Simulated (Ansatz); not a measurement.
# Si2F6 (hexafluorodisilane): PBE/def2-SVP

What is the vertical singlet–triplet gap of Si2F6 (hexafluorodisilane) at PBE/def2-SVP? 

The results are computed with Ansatz 0.2.0.

19 further runs of the same task are left out: 19 set aside as unsound or not needed. Runs told in other sessions of the task aren't counted.

**1. Starting point**

The species is Si2F6 (8 atoms), meant as a singlet with charge 0. SMILES: `F[Si](F)(F)[Si](F)(F)F`. The coordinates come from a PBE0-D4/def2-TZVP relaxation.

Bond lengths: F1–Si2 1.574 Å, Si2–F3 1.574 Å, Si2–F4 1.574 Å, Si2–Si5 2.330 Å, Si5–F6 1.574 Å, Si5–F7 1.574 Å, Si5–F8 1.574 Å. Some angles: F1–Si2–F3 108.3°, F1–Si2–F4 108.3°, F1–Si2–Si5 110.6°, F3–Si2–F4 108.3°, F3–Si2–Si5 110.6°, F4–Si2–Si5 110.6°, Si2–Si5–F6 110.6°, Si2–Si5–F7 110.6°, Si2–Si5–F8 110.6°, F6–Si5–F7 108.3°.

**2. The energy at PBE/def2-SVP**

job.yaml reads:

```yaml
crystal:
  periodic: [false, false, false]
  atoms:
    - {symbol: F, position_ang: [0.360870, -1.835490, 1.275760]}
    - {symbol: Si, position_ang: [0.788530, -0.848100, 0.126890]}
    - {symbol: F, position_ang: [0.934470, -1.673030, -1.205730]}
    - {symbol: F, position_ang: [2.195680, -0.244350, 0.491690]}
    - {symbol: Si, position_ang: [-0.788750, 0.847840, -0.127190]}
    - {symbol: F, position_ang: [-0.943620, 1.663720, 1.209990]}
    - {symbol: F, position_ang: [-0.353860, 1.843300, -1.266340]}
    - {symbol: F, position_ang: [-2.193320, 0.246130, -0.505090]}
basis:
  gaussian:
    orbitals: def2-SVP
hamiltonian:
  xc: {name: PBE}
accuracy: high
output: {orbitals: {seedname: orbitals}}
```

Command:

```bash
$ ansatz run job.yaml --threads 1 --pin off --max-ram 3480MiB --events-out events.jsonl --progress --plain --runs-dir runs
```

The program printed:

```text
Warning: RAYON_NUM_THREADS=1 ignored (pool sized by the plan → 1); use --threads N
Functional definition: PBE
  name "PBE"
  parameter kappa = 0.804
  parameter beta = 0.06672455060314922
  exchange = pbe_x(kappa = kappa, mu = beta*pi^2/3)
  correlation = pbe_c(beta = beta)
2388 factors; integrals over basis functions are off by at most 3.3e-9 eV
mean field evaluation 1: about -32017.5288 eV, gradient 7.1e1 eV
mean field evaluation 2: about -31994.7155 eV, gradient 1.4e2 eV
mean field evaluation 4: about -32024.8204 eV, gradient 1.3e0 eV
mean field evaluation 8: about -32024.8226 eV, gradient 3.4e-2 eV
mean field evaluation 16: about -32024.8226 eV, gradient 2.1e-6 eV
mean field -32024.82260953 eV, -1176.8905236957 hartree, gradient 9.3e-8 eV, S^2 0.000000; 0 other end points of the search recorded, 0 dependent functions left out
reference -32024.82261299 eV, -1176.8905238230 hartree; 41, 41 occupied and 79, 79 virtual orbitals, 2388 factors
Total energy: -32024.82261299 eV, -1176.8905238230 hartree
```

Run time: 5.4 s. Hardware: 1 thread of Intel Xeon 6975P-C (Granite Rapids), shared host; peak memory 0.35 GiB.

**3. The triplet at the same level**

run.yaml reads:

```yaml
crystal:
  periodic: [false, false, false]
  atoms:
    - {symbol: F, position_ang: [0.360870, -1.835490, 1.275760]}
    - {symbol: Si, position_ang: [0.788530, -0.848100, 0.126890]}
    - {symbol: F, position_ang: [0.934470, -1.673030, -1.205730]}
    - {symbol: F, position_ang: [2.195680, -0.244350, 0.491690]}
    - {symbol: Si, position_ang: [-0.788750, 0.847840, -0.127190]}
    - {symbol: F, position_ang: [-0.943620, 1.663720, 1.209990]}
    - {symbol: F, position_ang: [-0.353860, 1.843300, -1.266340]}
    - {symbol: F, position_ang: [-2.193320, 0.246130, -0.505090]}
basis:
  gaussian:
    orbitals: def2-SVP
magnetization:
  spin_polarized: true
  initial_magnetization: 2
hamiltonian:
  xc: {name: PBE}
accuracy: high
output:
  orbitals: {seedname: orbitals}
```

Command:

```bash
$ ansatz run run.yaml --threads 1 --pin off --max-ram 3480MiB --events-out events.jsonl --progress --plain --runs-dir runs
```

The program printed, cut to the lines that bear on the results:

```text
Warning: RAYON_NUM_THREADS=1 ignored (pool sized by the plan → 1); use --threads N
[... 6 set-up lines as earlier in the session ...]
2388 factors; integrals over basis functions are off by at most 3.3e-9 eV
mean field evaluation 1: about -32011.1525 eV, gradient 4.8e1 eV
mean field evaluation 2: about -31979.6596 eV, gradient 1.1e2 eV
mean field evaluation 4: about -32018.0543 eV, gradient 3.3e0 eV
mean field evaluation 8: about -32018.1034 eV, gradient 2.5e-1 eV
mean field evaluation 16: about -32018.1041 eV, gradient 8.7e-3 eV
mean field evaluation 32: about -32018.1041 eV, gradient 9.1e-6 eV
mean field evaluation 64: about -32018.1031 eV, gradient 3.0e-8 eV
mean field -32018.10405892 eV, -1176.6436215148 hartree, gradient 7.3e-8 eV, S^2 2.001775; 3 other end points of the search recorded, 0 dependent functions left out
reference -32018.10406259 eV, -1176.6436216499 hartree; 42, 40 occupied and 78, 80 virtual orbitals, 2388 factors
Total energy: -32018.10406259 eV, -1176.6436216499 hartree
```

Run time: 90 s. Hardware: 1 thread of Intel Xeon 6975P-C (Granite Rapids), shared host; peak memory 0.47 GiB.

**4. Summary of results**

Level: PBE/def2-SVP.

| quantity | value |
| --- | --- |
| singlet: total energy | -1176.89052 Eh |
| singlet: HOMO energy | -8.53 eV |
| singlet: LUMO energy | -1.25 eV |
| singlet: HOMO–LUMO gap | 7.28 eV |
| triplet: total energy | -1176.64362 Eh |
| triplet: HOMO energy (highest over α and β) | -2.17 eV |
| triplet: ⟨S²⟩ | 2.002 |
| vertical energy of the triplet above the singlet | 6.719 eV |

What this shows: At this shape the triplet lies 6.72 eV (648 kJ/mol) above the singlet.
